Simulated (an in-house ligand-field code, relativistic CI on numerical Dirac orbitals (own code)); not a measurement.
# d2 in a ligand field: terms against the cubic field

Aim: the terms of a d2 shell from Racah B and C and the field, by exact diagonalisation.

The numbers are computed with an in-house ligand-field code version 1 (parametric ligand-field model of a d^n configuration (Racah B and C, spin-orbit zeta, crystal field), exact diagonalisation), except any that are marked as measured or tabulated.

### Step 1. The system

| Item | Value |
| --- | --- |
| shell | d2 |
| set 1 (cm⁻¹) | B = 670, C = 2720, Td, 10Dq = -10320 |
| set 2 (cm⁻¹) | B = 670, C = 2720, Td, 10Dq = -10920 |
| set 3 (cm⁻¹) | B = 670, C = 2720, Td, 10Dq = -11520 |
| set 4 (cm⁻¹) | B = 670, C = 2720, Td, 10Dq = -12130 |
| set 5 (cm⁻¹) | B = 670, C = 2720, Td, 10Dq = -12730 |
| set 6 (cm⁻¹) | B = 670, C = 2720, Td, 10Dq = -13330 |
| set 7 (cm⁻¹) | B = 670, C = 2720, Td, 10Dq = -13940 |
| set 8 (cm⁻¹) | B = 670, C = 2720, Td, 10Dq = -14540 |

### Step 2. Set 1

Input settings:

```ini
n = 2
racah_B = 670  # cm-1
racah_C = 2720  # cm-1
zeta = 0  # cm-1
symmetry = Td
field = {"10Dq": -10320}  # cm-1
```

### Step 3. Set 2

Input settings:

```ini
n = 2
racah_B = 670  # cm-1
racah_C = 2720  # cm-1
zeta = 0  # cm-1
symmetry = Td
field = {"10Dq": -10920}  # cm-1
```

### Step 4. Set 3

Input settings:

```ini
n = 2
racah_B = 670  # cm-1
racah_C = 2720  # cm-1
zeta = 0  # cm-1
symmetry = Td
field = {"10Dq": -11520}  # cm-1
```

### Step 5. Set 4

Input settings:

```ini
n = 2
racah_B = 670  # cm-1
racah_C = 2720  # cm-1
zeta = 0  # cm-1
symmetry = Td
field = {"10Dq": -12130}  # cm-1
```

### Step 6. Set 5

Input settings:

```ini
n = 2
racah_B = 670  # cm-1
racah_C = 2720  # cm-1
zeta = 0  # cm-1
symmetry = Td
field = {"10Dq": -12730}  # cm-1
```

### Step 7. Set 6

Input settings:

```ini
n = 2
racah_B = 670  # cm-1
racah_C = 2720  # cm-1
zeta = 0  # cm-1
symmetry = Td
field = {"10Dq": -13330}  # cm-1
```

### Step 8. Set 7

Input settings:

```ini
n = 2
racah_B = 670  # cm-1
racah_C = 2720  # cm-1
zeta = 0  # cm-1
symmetry = Td
field = {"10Dq": -13940}  # cm-1
```

### Step 9. Set 8

Input settings:

```ini
n = 2
racah_B = 670  # cm-1
racah_C = 2720  # cm-1
zeta = 0  # cm-1
symmetry = Td
field = {"10Dq": -14540}  # cm-1
```

(Steps that only read results are left out.)

Before running it: what results should come out? Wanted: lowest terms.

As calculated:

| set | 10Dq/B (size) | lowest | S | electrons in z² and x²-y² | first level of the same spin (cm⁻¹) |
| --- | --- | --- | --- | --- | --- |
| 1: Td | 15.4 | 3A2 | 1.00 | 2.00 | 3T2 10320 |
| 2: Td | 16.3 | 3A2 | 1.00 | 2.00 | 3T2 10920 |
| 3: Td | 17.2 | 3A2 | 1.00 | 2.00 | 3T2 11520 |
| 4: Td | 18.1 | 3A2 | 1.00 | 2.00 | 3T2 12130 |
| 5: Td | 19.0 | 3A2 | 1.00 | 2.00 | 3T2 12730 |
| 6: Td | 19.9 | 3A2 | 1.00 | 2.00 | 3T2 13330 |
| 7: Td | 20.8 | 3A2 | 1.00 | 2.00 | 3T2 13940 |
| 8: Td | 21.7 | 3A2 | 1.00 | 2.00 | 3T2 14540 |

| quantity | value |
| --- | --- |
| lowest terms | 1: 3A2, 2: 3A2, 3: 3A2, 4: 3A2, 5: 3A2, 6: 3A2, 7: 3A2, 8: 3A2 |

In words: The lowest term stays 3A2 over this range. A negative 10Dq stands for a tetrahedral field. B, C and the field are free parameters here, not those of a compound.
